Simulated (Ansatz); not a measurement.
# Be3F2: the cost of one run

Computed with Ansatz 0.2.0 (DFT PBE, scalar-relativistic, plane waves, PAW, unless a step's input says otherwise).

### 1 The system as given

Symmetry: Pmmm, No. 47, orthorhombic system. The conventional cell has a = 3.202 Å, b = 3.938 Å, c = 4.748 Å, α = 90.00°, β = 90.00°, γ = 90.00°. Be (site symmetry mmm) has 2 F at 1.60 Å as nearest neighbours. Be (site symmetry mmm) has 2 Be at 1.60 Å as nearest neighbours. F (site symmetry mmm) is surrounded by 2 F at 1.97 Å. F (site symmetry mmm) has 2 Be at 1.60 Å as nearest neighbours.

Structure file:

```cif
data_structure
_symmetry_space_group_name_H-M 'Pmmm'
_symmetry_Int_Tables_number 47
_cell_length_a 3.2015
_cell_length_b 3.9385
_cell_length_c 4.7479
_cell_angle_alpha 90.000
_cell_angle_beta 90.000
_cell_angle_gamma 90.000
_cell_volume 59.87
loop_
_atom_site_label
_atom_site_type_symbol
_atom_site_symmetry_multiplicity
_atom_site_Wyckoff_symbol
_atom_site_fract_x
_atom_site_fract_y
_atom_site_fract_z
_atom_site_occupancy
Be1 Be 1 c 0.00000 0.00000 0.50000 1
Be2 Be 1 b 0.50000 0.00000 0.00000 1
Be3 Be 1 a 0.00000 0.00000 0.00000 1
F1 F 1 h 0.50000 0.50000 0.50000 1
F2 F 1 d 0.50000 0.00000 0.50000 1
```

A structure generator made this guess: species swapped into a database cell of Zr3Cd2 (Pmmm, No. 47), with Be on the Zr sites and F on the Cd sites. The dimensions are guesses.

### 2 A first look at the guess

Input file input.yaml:

```yaml
crystal:
  lattice:
    - [3.20150113, 0.0, 0.0]
    - [0.0, 3.93845029, 0.0]
    - [0.0, 0.0, 4.74788649]
  atoms:
    - { symbol: Be, position: [0.0, 0.0, 0.5] }
    - { symbol: Be, position: [0.5, 0.0, 0.0] }
    - { symbol: Be, position: [0.0, 0.0, 0.0] }
    - { symbol: F, position: [0.5, 0.5, 0.5] }
    - { symbol: F, position: [0.5, 0.0, 0.5] }
basis:
  ecutwfc: 420
kpoints:
  mp_grid: { grid: [6, 4, 4] }
hamiltonian:
  xc: pbe
scf:
  occupations: { method: gaussian, width: 0.1 }
  lower_state_search: "off"
output:
  forces: true
  stress: true
  eigenvalues: true
```

Started as:

```console
$ ansatz run input.yaml --threads 1 --pin off --max-ram 2560MiB --backend cpu --events-out ev --progress --plain --runs-dir out
```

What time and memory should one allow on 1 thread of Arm Neoverse V2, shared host?

About 1.6 s, with a peak of 0.3 GiB.
